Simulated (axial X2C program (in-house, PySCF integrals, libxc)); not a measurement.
**SeSi⁻: EOM-EA-CCSD levels**

Aim: EOM-EA-CCSD levels of SeSi⁻, with spin–orbit coupling in the Hamiltonian from the start.

Computed with an in-house X2C program for linear molecules on PySCF integrals. Level: two-component X2C with atomic mean-field terms, Se dyall-acv3z, Si dyall-av3z.

All values are calculated.

**1. Set-up**

Input file task.json:

```json
{
 "zs": [
  34,
  14
 ],
 "q": -1,
 "bas": [
  "dyall-acv3z",
  "dyall-av3z"
 ],
 "r0": 2.14,
 "eom": "ea",
 "thr": -2.0,
 "nmax": 92,
 "grid": [
  1,
  0.96,
  1.045,
  0.92,
  1.09,
  1.15
 ],
 "rq": 0
}
```

Keys: zs atomic numbers; q charge; bas basis sets; r0 starting distance in Å; eom kind of EOM run; thr threshold in hartree for freezing inner shells (an s shell follows its p shell); nmax most natural virtual spinors; grid distances as factors.

On the command line:

```
$ python soeom.py task.json out
```

After this run come: EOM-EA-CCSD at 2.064 Å.

Before running it: what results should come out? Wanted: next root led by one particle; T1 of the reference.

The runs gave:

| quantity | value |
| --- | --- |
| lowest root at 2.064 Å | Ω = 1/2, 0.422 eV |
| next root led by one particle | Ω = 3/2, about 460 cm⁻¹ higher |
| T1 of the reference | 0.025 |

The added electron is bound by 0.42 eV in a spinor of 57% Si pπ, 14% Se dπ, 14% Si dπ. Errors of 0.1 to 0.3 eV are usual at this size, and roots led by higher excitations are left out, so the list is incomplete, and low states of that kind can be missing.
